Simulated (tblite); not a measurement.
# C8H10NP: the cost of one run

Computed with tblite 0.8.0 and PySCF 2.14.0, with density-fitted response routines of our own, on a single molecule in the gas phase. Atoms are numbered from 0 throughout.

**1. Starting geometry**

20 atoms, charge 0, multiplicity 1; geometry from: force field or distance geometry start.

Bonds of the start (Å): C0–C1 1.50, C1–C2 1.38, C2–P3 1.84, P3–C4 1.84, C4–C5 1.40, C5–C6 1.52, C6–C7 1.52, C7–C8 1.49, C5–N9 1.37, N9–C1 1.36, C8–C6 1.52, C0–H10 1.10, C0–H11 1.09, C0–H12 1.11, C2–H13 1.09, C4–H14 1.09, C6–H15 1.07, C7–H16 1.09, C7–H17 1.09, C8–H18 1.09, C8–H19 1.08.

**2. Optimising the geometry with GFN2-xTB**

The job: settings as JSON, then the geometry in Å.

```
{"job": {"kind": "relax", "xc": "GFN2-xTB", "basis": "xTB"}, "charge": 0, "multiplicity": 1}
C     -2.658000    -1.474400    -0.663900
C     -1.867200    -0.246000    -0.302900
C     -2.551400     0.869400     0.145600
P     -1.715000     2.435800     0.615600
C      0.013600     1.888700     0.325800
C      0.360800     0.617500    -0.138600
C      1.837800     0.310900    -0.358100
C      2.418800    -0.998600     0.137100
C      2.795400     0.270700     0.820800
N     -0.516200    -0.388900    -0.425800
H     -3.354400    -1.239700    -1.486000
H     -2.015700    -2.290300    -0.985800
H     -3.246900    -1.819100     0.210400
H     -3.639100     0.858100     0.206800
H      0.787800     2.631700     0.515500
H      2.236800     0.673700    -1.284400
H      1.756700    -1.687500     0.658000
H      3.150600    -1.495900    -0.492000
H      2.401100     0.439500     1.824800
H      3.799300     0.655200     0.674000
```

Started as:

```sh
OMP_NUM_THREADS=1 python probes_run.py task.json out
```

The driver reads the jobs from task.json and runs them one after another.

Q: Estimate the wall time of this first job on 1 thread of Arm Neoverse V1, shared host.

About 1.1 s.
